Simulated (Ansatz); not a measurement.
# RuC+ (doublet): from Hartree-Fock to the top rungs, def2-TZVPP

The task here is to estimate one member of a computed series from the others.

Method: def2-TZVPP, core rule «outside noble gas», up to 5 orbitals frozen; program: Ansatz 0.2.0, Gaussian basis.

To be run: UHF; ROHF; CCSD(T) on UHF.

2 further runs of the same task are left out: 2 set aside as unsound or not needed.

**The system**

The geometry is a PBE0/def2-TZVP stationary point (not a proven minimum) of the parent state, kept for this charge and spin. No spin-orbit coupling is included. Elements past krypton take def2 core potentials.

2 atoms, charge 1, spin multiplicity 2.

Atoms are counted from 1 here; the program's logs count them from 0.

Bond lengths: Ru1–C2 1.575 Å.

The first run:

The input, in.yaml:

```yaml
crystal:
  periodic: [false, false, false]
  atoms:
    - {symbol: Ru, position_ang: [0.000000, 0.000000, 0.000000]}
    - {symbol: C, position_ang: [0.000000, 0.000000, 1.575400]}
basis:
  gaussian: {orbitals: def2-TZVPP}
total_charge: 1
magnetization: {spin_polarized: true, initial_magnetization: 1}
hamiltonian: {xc: hf}
output: {orbitals: {seedname: orbitals}}
```

Run with:

```
$ ansatz run in.yaml --threads 1 --pin off --events-out ev --progress --plain --max-ram 4096MiB --backend cpu
```

Among the steps run: UHF; ROHF; CCSD(T) on UHF.

One of the session's tables, all rows but one given; the rest of the session is left out.

| method | from UCCSD(T) (meV) |
| --- | --- |
| ROHF | +11977.0 |
| UHF | +11399.7 |
| UMP2 | +1035.1 |
| UCCSD | ? |
| UCCSD(T) | 0 |

Q: Estimate the row for UCCSD from the others.

As computed: from UCCSD(T) (meV): +696.0. In the column «from UCCSD(T) (meV)» it lies between UCCSD(T) (0) and UMP2 (+1035.1).

The program flags UCCSD(T) as in doubt (see the logs), so the zero of the table is itself unsure.

Caveats from the session: The determinant is far from a pure spin state, so its energy mixes those of several spin states (harmless only where they are near-degenerate, as at dissociation). The program flags UCCSD(T) as in doubt, so the zero of the table is itself unsure.
